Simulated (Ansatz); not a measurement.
The input (input.yaml):

```yaml
crystal:
  lattice:
    - [5.461657, 0.0, 0.0]
    - [1.604202, 5.220751, 0.0]
    - [0.0, 0.0, 18.804444]
  atoms:
    - { symbol: Ti, position: [0.0, 0.0, 0.0531789] }
    - { symbol: Ti, position: [0.3864822, 0.3864822, 0.1113315] }
    - { symbol: O, position: [0.1785187, 0.1785187, 0.1292425] }
    - { symbol: O, position: [0.0594822, 0.7134822, 0.1113315] }
    - { symbol: O, position: [0.5944457, 0.5944457, 0.0934205] }
    - { symbol: O, position: [0.7134822, 0.0594822, 0.1113315] }
    - { symbol: Ti, position: [0.7729644, 0.7729644, 0.1694841] }
    - { symbol: Ti, position: [0.1594466, 0.1594466, 0.2276367] }
    - { symbol: O, position: [0.9514831, 0.9514831, 0.2455478] }
    - { symbol: O, position: [0.8324466, 0.4864466, 0.2276367] }
    - { symbol: O, position: [0.36741, 0.36741, 0.2097257] }
    - { symbol: O, position: [0.4864466, 0.8324466, 0.2276367] }
    - { symbol: Ti, position: [0.5459287, 0.5459287, 0.2857894] }
    - { symbol: Ti, position: [0.9324109, 0.9324109, 0.343942] }
    - { symbol: O, position: [0.7244474, 0.7244474, 0.361853] }
    - { symbol: O, position: [0.6054109, 0.2594109, 0.343942] }
    - { symbol: O, position: [0.1403744, 0.1403744, 0.326031] }
    - { symbol: O, position: [0.2594109, 0.6054109, 0.343942] }
    - { symbol: Cl, position: [0.9461798, 0.4374349, 0.4857599] }
    - { symbol: Cl, position: [1.3192355, 0.2446113, 0.4884188] }
basis:
  ecutwfc: 420.0
kpoints:
  mp_grid: { grid: [2, 2, 1] }
hamiltonian:
  xc: pbe
  dispersion: d3bj
  pseudopotentials: { kind: paw, azcp: { folder: soft_1 } }
scf:
  occupations: { method: gaussian, width: 0.02 }
  lower_state_search: "off"
relax:
  f_tol: 0.03
  max_steps: 60
  adjacent_minimum: "off"
  constraints: [{ sites: [0, 1, 2, 3, 4, 5] }]
output:
  write_density: true
  write_potential: true
  elf: true
  volumetric_format: npy
```

Run as:

```bash
$ ansatz run input.yaml --threads 2 --pin off --max-ram 5120MiB --backend cpu --events-out ev --progress --plain --runs-dir out
```

Hardware: 2 threads of AMD EPYC 9R45 96-Core Processor (Zen 5) (shared host).

Problem. Roughly how long does this run take, and how much memory?

Solution. 100 s, with a peak of 1.1 GiB, for 31 ionic steps.
